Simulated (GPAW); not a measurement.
Crystal: RuSe.

```
CELL_PARAMETERS angstrom
3.18769 0.00000 0.00000
0.00000 3.18769 0.00000
0.00000 0.00000 6.37538
ATOMIC_POSITIONS crystal
Ru 0.00000 0.00000 0.00000
Ru 0.00000 0.00000 0.50000
Se 0.50000 0.50000 0.25000
Se 0.50000 0.50000 0.75000
```

The cell comes from a database or a generator and needn't be the stable form of this composition.

The cell isn't the ideal one: the cell as VASP's run set it.

Base run:

* Program: GPAW 26.7.0
* Functional: PBEsol
* Potentials or basis: PAW data sets generated in the run's folder for this functional
* Cutoff: 600 eV
* Basis: pw
* k mesh: 6 × 6 × 3
* Occupations: gaussian, width 0.05 eV
* Spin: collinear spin, antiferromagnetic start
* Starting moments: [1.0, -1.0, 0.0, 0.0] μB
* Hubbard terms: Ru d U = 7 eV

Its results: band gap on the k mesh none (metal or under the smearing width); pressure 22.6 GPa; net moment 0.00 μB per cell; site moments Ru +3.12, -3.12; Se -0.00 μB.

Q: The run is repeated on the same cell with these changes: hubbard terms from Ru d U = 7 eV to Ru d U = 3 eV. What comes out?

A: Band gap on the k mesh none (metal or under the smearing width); pressure 0.8 GPa; net moment 0.00 μB per cell; site moments Ru +2.39, -2.39; Se +0.00 μB.

Not every run made on this cell is shown here.
